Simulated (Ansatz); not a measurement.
Working through an atomisation energy of ClH₆PSi₂, SMILES [SiH3][SiH](P)Cl

Computed with Ansatz 0.2.0, Python API.

Notebook, run cell by cell (the value of a cell's last expression is shown):

In [1]:
```python
from collections import Counter

import ansatz
```

In [2]:
```python
def single_point(molecule, charge=0, unpaired=0):
    calc = molecule.calculation().basis(gaussian="aug-cc-pVDZ").functional("pbe")
    if charge:
        calc = calc.charge(charge)
    if unpaired:
        calc = calc.spin("collinear", total=unpaired)
    return calc.run(threads=1).report["free_energy_ev"]
```

In [3]:
```python
geometry_ang = [
    ("Si", (-1.376, -0.6732, 0.1646)),
    ("Si", (0.1607, 0.9702, -0.311)),
    ("P", (2.247, 0.2103, -0.1732)),
    ("Cl", (-0.0198, 2.5474, 0.9867)),
    ("H", (-1.1688, -1.2136, 1.5362)),
    ("H", (-1.2286, -1.8074, -0.7889)),
    ("H", (-2.7712, -0.1648, 0.0618)),
    ("H", (-0.0384, 1.5098, -1.6823)),
    ("H", (2.139, -0.3892, 1.1033)),
    ("H", (2.056, -0.9895, -0.897)),
]
molecule = ansatz.Crystal.molecule()
for symbol, xyz in geometry_ang:
    molecule = molecule.atom(symbol, xyz)
```

In [4]:
```python
# unpaired electrons of the ground-state atoms
unpaired = {"Si": 2, "P": 3, "Cl": 1, "H": 1}
counts = Counter(site.symbol for site in molecule.cartesian_sites)
atom_energy = {s: single_point(ansatz.Crystal.molecule().atom(s, (0, 0, 0)), 0, unpaired[s]) for s in counts}
whole = single_point(molecule, 0, 0)
for s, e in atom_energy.items():
    print(f"{s:2s} x{counts[s]}  {e:14.5f} eV")
print(f"ClH6PSi2: {whole:.5f} eV")
split = sum(counts[s] * e for s, e in atom_energy.items()) - whole
print(f"atomisation energy (no zero-point term): {split:.3f} eV, {split / sum(counts.values()):.3f} eV an atom")
```
```text
Si x2     -7870.08568 eV
P  x1     -9281.81720 eV
Cl x1    -12515.93676 eV
H  x6       -13.58459 eV
ClH6PSi2: -37647.82176 eV
atomisation energy (no zero-point term): 28.389 eV, 2.839 eV an atom
```

28.389 eV from the electronic energies, without the zero-point term.

Reading the output:
- Total energies depend on the basis set; only differences at equal settings carry meaning.
- The geometry is a force-field or estimated start, not a minimum of this method, and the basis set is short of its limit. All parts are taken at fixed geometry, without zero-point energy.
- For Al to Cl the sets with a tight d function, cc-pV(X+d)Z, are usual.
- This functional overbinds, so such energies come out a few per cent too high (LDA far more).
- It ran for 5.9 s on 1 thread of Intel(R) Xeon(R) 6975P-C (Granite Rapids), with other jobs on the host, peak memory 0.32 GiB.
